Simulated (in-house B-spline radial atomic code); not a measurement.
# Hg⁷⁺: excited configurations

How much energy does it take to promote electrons of Hg⁷⁺ to other shells? Each configuration is solved by itself and compared with the reference.

The numbers are computed with in-house B-spline radial atomic code version 1 (Dirac-Hartree-Fock, average of configuration, Fermi nucleus, basis-set limit), except any that are marked as measured or tabulated.

### Step 1. What is computed

```
element       : mercury (Z = 80)
charge        : +7
electrons     : 73
configuration : [Xe] 4f14 5d5
Hamiltonian   : Dirac-Coulomb
nucleus       : Fermi, rms radius 5.465 fm
```

The outer shells:

[Xe] 4f14 5d5
```
[Xe] core
4f [↑↓][↑↓][↑↓][↑↓][↑↓][↑↓][↑↓]
5d [↑ ][↑ ][↑ ][↑ ][↑ ]
```

The boxes draw the filling by Hund's rule, which heavy ions in jj coupling don't follow; these runs average over all states of the configuration.

Settings of the run:

```ini
Z = 80
electrons = 73.0
configuration = [Xe] 4f14 5d5
hamiltonian = dirac
method = hf
spin_polarised = False
nucleus = fermi
rms_radius = 5.4648
mass_number = 202
atomic_mass = 201.970643604
speed_of_light = 137.035999084
```

From the earlier run of the reference: total energy -19636.117117 hartree. Levels, eight at most:

| orbital | occupation | energy (eV) | <r> (bohr) |
| --- | --- | --- | --- |
| 4d5/2 | 6 | -490.59 | 0.4525 |
| 5s1/2 | 2 | -242.99 | 0.8961 |
| 4f5/2 | 6 | -229.89 | 0.4738 |
| 4f7/2 | 8 | -225.51 | 0.4802 |
| 5p1/2 | 2 | -198.32 | 0.9517 |
| 5p3/2 | 4 | -177.97 | 1.027 |
| 5d3/2 | 2 | -116.37 | 1.213 |
| 5d5/2 | 3 | -113.75 | 1.242 |

### Step 2. Configuration [Kr] 4d10 4f14 5s2 5p5 5d5 9g1

Settings of the run:

```ini
Z = 80
electrons = 73.0
configuration = [Kr] 4d10 4f14 5s2 5p5 5d5 9g1
hamiltonian = dirac
method = hf
spin_polarised = False
nucleus = fermi
rms_radius = 5.4648
mass_number = 202
atomic_mass = 201.970643604
speed_of_light = 137.035999084
```

### Step 3. Configuration [Kr] 4d9 4f14 5s2 5p6 5d6

The settings differ from step 2 so:

```diff
@@ -2,3 +2,3 @@
 electrons = 73.0
-configuration = [Kr] 4d10 4f14 5s2 5p5 5d5 9g1
+configuration = [Kr] 4d9 4f14 5s2 5p6 5d6
 hamiltonian = dirac
```

### Step 4. Configuration [Kr] 4d10 4f14 5s2 5p5 5d5 7g1

The settings differ from step 3 so:

```diff
@@ -2,3 +2,3 @@
 electrons = 73.0
-configuration = [Kr] 4d9 4f14 5s2 5p6 5d6
+configuration = [Kr] 4d10 4f14 5s2 5p5 5d5 7g1
 hamiltonian = dirac
```

### Step 5. Configuration [Kr] 4d10 4f14 5s2 5p5 5d5 8f1

The settings differ from step 4 so:

```diff
@@ -2,3 +2,3 @@
 electrons = 73.0
-configuration = [Kr] 4d10 4f14 5s2 5p5 5d5 7g1
+configuration = [Kr] 4d10 4f14 5s2 5p5 5d5 8f1
 hamiltonian = dirac
```

### Step 6. Configuration [Kr] 4d9 4f14 5s2 5p6 5d5 6d1

The settings differ from step 5 so:

```diff
@@ -2,3 +2,3 @@
 electrons = 73.0
-configuration = [Kr] 4d10 4f14 5s2 5p5 5d5 8f1
+configuration = [Kr] 4d9 4f14 5s2 5p6 5d5 6d1
 hamiltonian = dirac
```

### Step 7. Run with [Xe] 4f13 5d5 8g1

The settings differ from step 6 so:

```diff
@@ -2,3 +2,3 @@
 electrons = 73.0
-configuration = [Kr] 4d9 4f14 5s2 5p6 5d5 6d1
+configuration = [Xe] 4f13 5d5 8g1
 hamiltonian = dirac
```

How far above the reference does each configuration lie (order and size, in eV)?

**Answer**, as computed:

| net move | configuration | energy above the reference (eV) | with Breit, QED, recoil (eV) | largest <r> (bohr) |
| --- | --- | --- | --- | --- |
| 5p → 8f | [Kr] 4d10 4f14 5s2 5p5 5d5 8f1 | 164.83 | 164.58 | 8.08 |
| 5p → 7g | [Kr] 4d10 4f14 5s2 5p5 5d5 7g1 | 165.24 | 164.99 | 7.68 |
| 5p → 9g | [Kr] 4d10 4f14 5s2 5p5 5d5 9g1 | 172.43 | 172.18 | 13.6 |
| 4f → 8g | [Xe] 4f13 5d5 8g1 | 205.20 | 205.47 | 10.4 |
| 4d → 5d | [Kr] 4d9 4f14 5s2 5p6 5d6 | 372.92 | 372.55 | 1.22 |
| 4d → 6d | [Kr] 4d9 4f14 5s2 5p6 5d5 6d1 | 433.53 | 433.17 | 2.67 |

Quantum defects of the promoted electron, δ = n − ζ/√(−2ε) with ζ = 8 and ε its orbital energy in hartree:

| promotion | δ |
| --- | --- |
| 5p → 8f | 1.150 |
| 5p → 7g | 0.073 |
| 5p → 9g | 0.087 |
| 4f → 8g | 0.081 |
| 4d → 6d | 2.070 |

What this shows: The lowest of them is 5p → 8f at 164.83 eV and the highest 4d → 6d at 433.53 eV. 6 of them lie more than 2 % above the ionisation threshold that Koopmans' theorem gives (113.75 eV), where such states can decay by emitting an electron. Of those tabulated, the defect is largest for 6d (2.07) and least for 7g (0.07): low angular momentum penetrates the core, high angular momentum stays outside it. Two partly filled shells share a symmetry and can mix in the average, which may lower the energy, for: 4d → 5d; 4d → 6d. These are averages over configurations, without correlation, not spectroscopic levels.
